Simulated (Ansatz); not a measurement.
# TiB4Mo: where the electrons are, part 2 of 2

For TiB4Mo at its listed geometry, this session asks how the density differs from that of free atoms, which states sit where, how the density follows a moved atom and how compression changes the bonding charge.

Ansatz 0.2.0; DFT r2SCAN, scalar-relativistic, plane waves, PAW. The steps go on from the part before.

## (6) The cell at 94 % of its volume

Fractional coordinates and the k mesh are kept.

input.yaml

```yaml
crystal:
  lattice:
    - [2.9908173378, 0.0, 0.0]
    - [-1.4954086688, 2.5901237926, 0.0]
    - [0.0, 0.0, 6.3189103162]
  atoms:
    - { symbol: Ti, position: [0.0, 0.0, 0.5] }
    - { symbol: B, position: [0.33333333, 0.66666667, 0.743802] }
    - { symbol: B, position: [0.33333333, 0.66666667, 0.256198] }
    - { symbol: B, position: [0.66666667, 0.33333333, 0.743802] }
    - { symbol: B, position: [0.66666667, 0.33333333, 0.256198] }
    - { symbol: Mo, position: [0.0, 0.0, 0.0] }
basis:
  ecutwfc: 500
  fft_grid_basis: typed
kpoints:
  mp_grid: { grid: [12, 12, 6] }
hamiltonian:
  xc: r2scan
  pseudopotentials: { kind: paw }
scf:
  occupations: { method: gaussian, width: 0.05 }
output:
  forces: true
  stress: true
  eigenvalues: true
  bader: true
  write_density: true
  volumetric_format: npy
  elf: true
```

Started as:

```
ansatz run input.yaml --threads 2 --pin off --max-ram 4096MiB --backend cpu --events-out ev --progress --plain --runs-dir out
```

Log:

```text
Warning: RAYON_NUM_THREADS=2 ignored (pool sized by the plan → 2); use --threads N
Engine: ansatz 0.2.0, aarch64-unknown-linux-gnu
Pseudopotentials: kind: paw
Pseudopotential: Ti, paw, valence charge 12, recommended cutoff 500 eV (meta_gga), Ti.paw.azcp
Pseudopotential: B, paw, valence charge 3, recommended cutoff 500 eV (meta_gga), B.paw.azcp
Pseudopotential: Mo, paw, valence charge 14, recommended cutoff 500 eV (meta_gga), Mo.paw.azcp
Functional definition: r2SCAN
  parameter k0 = 0.174
  parameter k1 = 0.065
  parameter a1 = 4.9479
  exchange = r2scan_x(k0 = k0, k1 = k1, a1 = a1)
  correlation = r2scan_c
Crystal: 6 atoms, lattice volume = 48.950 Å³
Basis set: ecut = 500 eV, 1259 PW (Γ), exchange–correlation on 96×96×192 points (64 copies of the dense FFT grid, shifted against one another)
Bands: 25, of which v1, the nominal top of the filled ones, is band 19 counted from 1 (18 counted from 0)
Symmetry: 24 space group operations
Space group: P6/mmm (ITA 191), of the structure as read, at distance tolerance 3.7e-5 Å
k-points: 76 of 864
Non-local potential: Ti, projectors of the file, l = 0: 3, l = 1: 2, l = 2: 3, l = 3: 1
Non-local potential: B, projectors of the file, l = 0: 2, l = 1: 2, l = 2: 1
Non-local potential: Mo, projectors of the file, l = 0: 3, l = 1: 2, l = 2: 2, l = 3: 1
PAW form: soft (Blöchl's): semilocal exchange-correlation on the pseudo side does not see the compensation charge
PAW frozen core: Ti, regenerated for the run's functional (the file was generated under x = pbe(κ = 0.804, μ = 0.2195149727645171), c = pbe(β = 0.06672455060314922))
PAW frozen core: B, regenerated for the run's functional (the file was generated under x = pbe(κ = 0.804, μ = 0.2195149727645171), c = pbe(β = 0.06672455060314922))
PAW frozen core: Mo, regenerated for the run's functional (the file was generated under x = pbe(κ = 0.804, μ = 0.2195149727645171), c = pbe(β = 0.06672455060314922))
PAW one-centre angular grid: Ti, 590 points (default); XC on 160 Gauss nodes
PAW one-centre angular grid: B, 302 points (default); XC on 160 Gauss nodes
PAW one-centre angular grid: Mo, 590 points (default); XC on 160 Gauss nodes
Initial density: superposition of atomic densities (neutral atoms: chi_scale 0, normalization atom), corrected by the library's trained network
Initial wavefunctions: pseudopotential atomic-orbital guess
Functional: x = r2scan, c = r2scan; τ floored in thin density (d = 2e-4 eV/Å³)
SCF iter   1: F=—  HF=-8102.242271 eV  |F-HF|=—  |Δ(HF+E_count)|=         —  Δρ=1.52e-2  dr2=2.05e-1  dr2_τ=6.47e-1  ethr=1.77e-3  ⟨swp⟩=5.7  Hψ=8406  notcnv=0
preconditioner: auto → none  [insulator: Δε(μ)=0.056 eV  Ē_g=8.854 eV  σ=0.050 eV  W_gap=0.57  n_scr=10 (ndim 8)  ℏωp=24.9 eV  f_vac=0.000  D(μ)=0.84/eV (n_scr^D=2)  ε∞_Penn≈8.9]
SCF iter   2: F=—  HF=-8102.703862 eV  |F-HF|=—  |Δ(HF+E_count)|=   4.62e-1  Δρ=5.09e-2  dr2=4.71e0  dr2_τ=1.16e-1  ethr=5.40e-4  ⟨swp⟩=3.0  Hψ=4540  notcnv=0  defer=85  recentre
SCF iter   3: F=—  HF=-8102.364134 eV  |F-HF|=—  |Δ(HF+E_count)|=   3.40e-1  Δρ=1.01e-2  dr2=8.59e-2  dr2_τ=8.18e-4  ethr=5.40e-4  ⟨swp⟩=3.4  Hψ=3766  notcnv=0  defer=85
SCF iter   4: F=—  HF=-8102.356490 eV  |F-HF|=—  |Δ(HF+E_count)|=   7.64e-3  Δρ=3.59e-3  dr2=3.77e-3  dr2_τ=3.58e-4  ethr=2.26e-4  ⟨swp⟩=2.2  Hψ=2752  notcnv=0  defer=84
SCF iter   5: F=—  HF=-8102.357234 eV  |F-HF|=—  |Δ(HF+E_count)|=   7.44e-4  Δρ=1.95e-3  dr2=4.01e-3  dr2_τ=1.25e-4  ethr=9.91e-6  ⟨swp⟩=2.0  Hψ=3562  notcnv=0  defer=84
SCF iter   6: F=—  HF=-8102.356840 eV  |F-HF|=—  |Δ(HF+E_count)|=   3.94e-4  Δρ=7.39e-4  dr2=4.54e-4  dr2_τ=1.39e-5  ethr=9.91e-6  ⟨swp⟩=2.0  Hψ=2468  notcnv=0  defer=84
SCF iter   7: F=—  HF=-8102.356870 eV  |F-HF|=—  |Δ(HF+E_count)|=   2.99e-5  Δρ=2.91e-4  dr2=9.64e-5  dr2_τ=1.29e-6  ethr=1.19e-6  ⟨swp⟩=1.4  Hψ=1855  notcnv=0  defer=84
SCF iter   8: F=—  HF=-8102.356866 eV  |F-HF|=—  |Δ(HF+E_count)|=   4.33e-6  Δρ=7.18e-5  dr2=6.11e-6  dr2_τ=1.13e-7  ethr=2.54e-7  ⟨swp⟩=1.7  Hψ=1927  notcnv=0  defer=84
SCF iter   9: F=—  HF=-8102.356865 eV  |F-HF|=—  |Δ(HF+E_count)|=   4.82e-7  Δρ=1.90e-5  dr2=3.47e-7  dr2_τ=1.51e-8  ethr=1.61e-8  ⟨swp⟩=1.9  Hψ=2090  notcnv=0  defer=84
SCF iter  10: F=-8102.356865 eV  HF=-8102.356865 eV  |F-HF|=2.51e-8  |Δ(HF+E_count)|=   1.43e-8  Δρ=4.78e-6  dr2=3.08e-8  dr2_τ=4.45e-10  ethr=2.63e-10  ⟨swp⟩=8.5  Hψ=7102  notcnv=0
SCF 1 converged in 10 iterations: F = -8102.356865 eV  dr2 = 3.08e-8
SCF converged after 10 iterations
Free energy (F): -8102.356865 eV
Harris-Foulkes:  -8102.356865 eV  (|F-HF|=2.51e-8)
Internal energy: -8102.355365 eV  (E = F + TS)
E sigma→0 (E₀):  -8102.356115 eV
Entropy (-TS):   -0.001500 eV (-0.250 meV/atom)
Fermi energy:    18.718406 eV
--- Per-component energies (eV) ---
  E_band       = -112.709749
  E_kinetic    = 929.812701
  E_local      = -1603.213410  (includes V_loc(G=0)·N_el)
  E_nonlocal   = 192.791333
  E_hartree    = 618.860878
  E_xc         = -405.665946
  E_vxc        = -566.897592  (∫ρ·V_xc dr)
  E_paw        = -4595.364520  (= ΣΔE_a)
  E_vpaw       = -337.363079  (= ΣTr[D̂ρ^β])
  E_aug_tail   = 0.000096  (compensation charges beyond the density's cutoff)
  E_vtau       = 34.440451  (kinetic-family band-sum trace: ∫τ·v_τ [+ j·A + Jᵃ·Aᵃ] dr)
  E_ewald      = -3239.028067
  E_core_change = -0.548429  (= ΣΔE_core)
  E_smearing   = -0.001500  (= −TS)
  E_closure    = 0.000000  (closes the sum)
  Σ components = -8102.356865   (vs F -8102.356865, Δ=0.00e0)
--- Forces (eV/Å), atoms counted from 1 ---
  atom   1  Ti    -0.00000000    -0.00000000     0.00000000
  atom   2  B      0.00000000     0.00000000    -0.00083969
  atom   3  B      0.00000000     0.00000000     0.00083969
  atom   4  B     -0.00000000    -0.00000000    -0.00083969
  atom   5  B      0.00000000    -0.00000000     0.00083969
  atom   6  Mo     0.00000000     0.00000000     0.00000000
  max |Σ_I F_I| component: 2.41e-16 eV/Å
--- Stress (GPa, compression-positive) ---
       17.379429       0.000000      -0.000000
        0.000000      17.379429      -0.000000
       -0.000000      -0.000000      13.914206
  P = ⅓ Tr σ = 16.2244 GPa (162.244 kbar)
--- Band table (eV; the first three rows and the last of 76) ---
  k-point 0: bands = ["-45.2196", "-40.8307", "-18.8532", "-18.2429", "-18.2429", "-16.3332", "-15.8023", "-15.8023", "2.9994", "5.4361", "9.2681", "14.1515", "14.1515", "14.3985", "15.4442", "16.6845", "16.6845", "17.0686", "17.0686", "17.6925", "17.6925", "19.8023", "19.8993", "19.8993", "22.2328"]
  k-point 1: bands = ["-45.2196", "-40.8307", "-18.8512", "-18.2429", "-18.2429", "-16.3364", "-15.8024", "-15.8024", "3.1133", "5.1726", "9.6209", "13.7686", "14.2185", "14.2185", "15.9683", "16.5025", "16.5025", "16.7744", "16.7744", "18.3681", "18.3681", "19.5840", "19.5840", "19.5902", "22.0137"]
  k-point 2: bands = ["-45.2196", "-40.8308", "-18.8470", "-18.2429", "-18.2429", "-16.3428", "-15.8024", "-15.8024", "3.4400", "4.5981", "10.4555", "12.7397", "14.3908", "14.3908", "15.8862", "15.8862", "16.6814", "17.0003", "17.0003", "19.0016", "19.0016", "19.0987", "19.3020", "19.3020", "21.4403"]
  k-point 75: bands = ["-45.1166", "-40.7533", "-18.7448", "-18.7448", "-18.6794", "-16.2211", "-16.1449", "-16.1449", "8.0700", "8.0700", "8.5434", "8.5434", "10.3540", "10.7964", "14.2974", "14.2974", "14.3413", "14.3413", "19.5583", "20.6822", "20.6822", "20.8642", "21.1134", "21.1134", "24.8102"]
--- Bader charges: 6 sites ---
  site symbol  charge [e]  shift [e]
     0     Ti      1.5054     0.0001
     1      B     -0.6330     0.0002
     2      B     -0.6329     0.0002
     3      B     -0.6330     0.0002
     4      B     -0.6329     0.0002
     5     Mo      1.0262     0.0009
  estimated error of the sums over rays = 7.1e-4 e
```

Wall time 46 s (2 threads of Arm Neoverse N1, shared host); peak memory 0.53 GiB.

Deformation density at this volume.

Deformation density in a lattice plane of the grid's cell (edges 2.99 and 6.32 Å, at 0.000 of the third edge), which holds Ti and Mo.

Values in 10⁻³ e/Å³, 12 rows by 6 columns:
```
 -85.30 -145.16  -19.94   38.97  -19.94 -145.16
-100.42  -45.74   46.09   85.92   46.09  -45.74
 -53.48  -22.43   64.94  165.95   64.94  -22.43
-108.93  -50.50   49.91  117.21   49.91  -50.50
-160.54  -30.87   -0.25   27.22   -0.25  -30.87
-272.95  -72.75  -49.29  -16.80  -49.29  -72.75
-160.54  -30.87   -0.25   27.22   -0.25  -30.87
-108.93  -50.50   49.91  117.21   49.91  -50.50
 -53.48  -22.43   64.94  165.95   64.94  -22.43
-100.42  -45.74   46.09   85.92   46.09  -45.74
 -85.30 -145.16  -19.94   38.97  -19.94 -145.16
-270.02  -57.40  -65.19   18.55  -65.19  -57.40
```
Columns run along the first of these edges and rows up along the second, over one cell in 6 and 12 even steps from the bottom left corner. Atoms in the plane (fractional): Ti at (0.00, 0.50), Mo at (0.00, 0.00).

Where does charge go when the atoms form this crystal?

B–B (1.73 Å): Δρ is +0.17 e/Å³ at the midpoint, where it peaks: a build-up of bond charge, the mark of a shared pair. B–Ti (2.31 Å): Δρ is about zero at the midpoint, so little bond charge builds up halfway. B–Mo (2.37 Å): Δρ is −0.009 e/Å³ at the midpoint: little charge gathers at the midpoint. Outside the cores the largest gain is 0.17 e/Å³, 0.9 Å from a B nucleus, and the largest loss 0.11 e/Å³, at the edge of the Mo core regions. The rearranged charge, half the integral of |Δρ|, is about 0.18 e an atom. Bader charges: Ti +1.50, B −0.63 and Mo +1.03 e.

## (7) Outcome

The summary covers parts 1 to 2.

```
                         quantity                                                            value
                  gap on the mesh                                                     none (metal)
                         pressure                                                         -3.3 GPa
                    Bader charges                                    Ti +1.53, B -0.64, Mo +1.02 e
    the states at the Fermi level                       Mo 4d (55 %), Ti 3d (25 %) and B 2p (20 %)
stiffness against the shift of B3                                                       17.9 eV/Å²
                   at 94 % volume  16.2 GPa, gap none (metal), Bader Ti +1.50, B -0.63, Mo +1.03 e
```

B–B (1.76 Å): Δρ is +0.16 e/Å³ at the midpoint, where it peaks: charge gathers in the bond, as in covalent bonding. B–Ti (2.36 Å): Δρ is about zero at the midpoint, so little bond charge builds up halfway. B–B goes from 1.76 to 1.73 Å with the volume, and the deformation density at its midpoint from +0.16 to +0.17 e/Å³.
